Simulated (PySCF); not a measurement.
# CuH₄: relaxation and vibrations of the quartet

Aim: relax CuH₄ as a quartet from a PBE0 minimum start, check by its vibrations whether the end is a minimum, and collect its spectrum and constants.

Computed with PySCF 2.14.0. Level: PBE0, basis Cu def2-TZVP, H def2-TZVP, no relativity, density fitting.

## (1) The starting structure

5 atoms, charge 0, spin multiplicity 4.

Bond lengths: Cu1–H2 1.589 Å, Cu1–H3 1.589 Å, Cu1–H4 1.589 Å, Cu1–H5 1.589 Å. Angles: H2–Cu1–H3 109.5°, H2–Cu1–H4 109.5°, H2–Cu1–H5 109.5°, H3–Cu1–H4 109.5°, H3–Cu1–H5 109.5°, H4–Cu1–H5 109.5°.

```xyz
5
charge 0 multiplicity 4
Cu    0.0000    0.0000    0.0000
H    -0.9173   -0.9173   -0.9173
H    -0.9173    0.9173    0.9173
H     0.9173   -0.9173    0.9173
H     0.9173    0.9173   -0.9173
```

## (2) First SCF at the start

One driver script runs all steps and calls PySCF; scf.py shows how it sets up the SCF of each step. The optimiser is the driver's own. After this first run the driver tries any further starts and a stability analysis.

Input file scf.py:

```python
from pyscf import gto, scf, dft
mol = gto.M(atom='''
Cu     0.000000     0.000000    -0.000000
H     -0.917290    -0.917290    -0.917290
H     -0.917290     0.917290     0.917290
H      0.917290    -0.917290     0.917290
H      0.917290     0.917290    -0.917290''',
    basis={'Cu': 'def2-TZVP', 'H': 'def2-TZVP'},
    charge=0, spin=3)
mf = dft.UKS(mol, xc='PBE0')
mf.grids.atom_grid = (50, 194)
aux = {'Cu': 'def2-universal-JKFIT', 'H': 'def2-universal-JKFIT'}
mf = mf.density_fit(auxbasis=aux)
mf.conv_tol = 1e-08
mf.diis_space = 10
mf.max_cycle = 60
mf.init_guess = 'minao'
mf.verbose = 4
mf.kernel()
```

Launch:

```sh
$ OMP_NUM_THREADS=2 python axn.py task.json out
```

After this run come: PBE0 minimum start, quartet: relaxation; Is it a minimum? Harmonic modes.

Q: Predict the outcome of this session. Wanted: minimum; geometry; wavenumbers; dipole moment; highest occupied, lowest empty level; polar-tensor charge of Cu1; zero-point energy; atomisation energy; ⟨S²⟩.

As calculated:

```
                                          quantity                                    value
                                           minimum                              quartet, Td
                                          geometry    Cu–H 1.589 Å (×4); H–Cu–H 109.5° (×6)
                                wavenumbers (cm⁻¹)  462 (t2), 664 (e), 1325 (t2), 1471 (a1)
                                     dipole moment                                   0.00 D
highest occupied, lowest empty level (either spin)                          -8.16, -3.90 eV
                        polar-tensor charge of Cu1                                  +0.02 e
                                 zero-point energy                              48.8 kJ/mol
                               entropy at 298.15 K                          237.4 J/(mol K)
         atomisation energy (no zero-point energy)                               502 kJ/mol
                                              ⟨S²⟩                                    3.764
```

What this shows: The molecule stays Td, as typed, and the end point is a minimum. In the infrared the band at 1325 cm⁻¹ (t2, stretch) leads. Other starts or spin states, not run here, may lie lower. Open d and f shells are described by one determinant, and the ground state may have another occupation or spin.
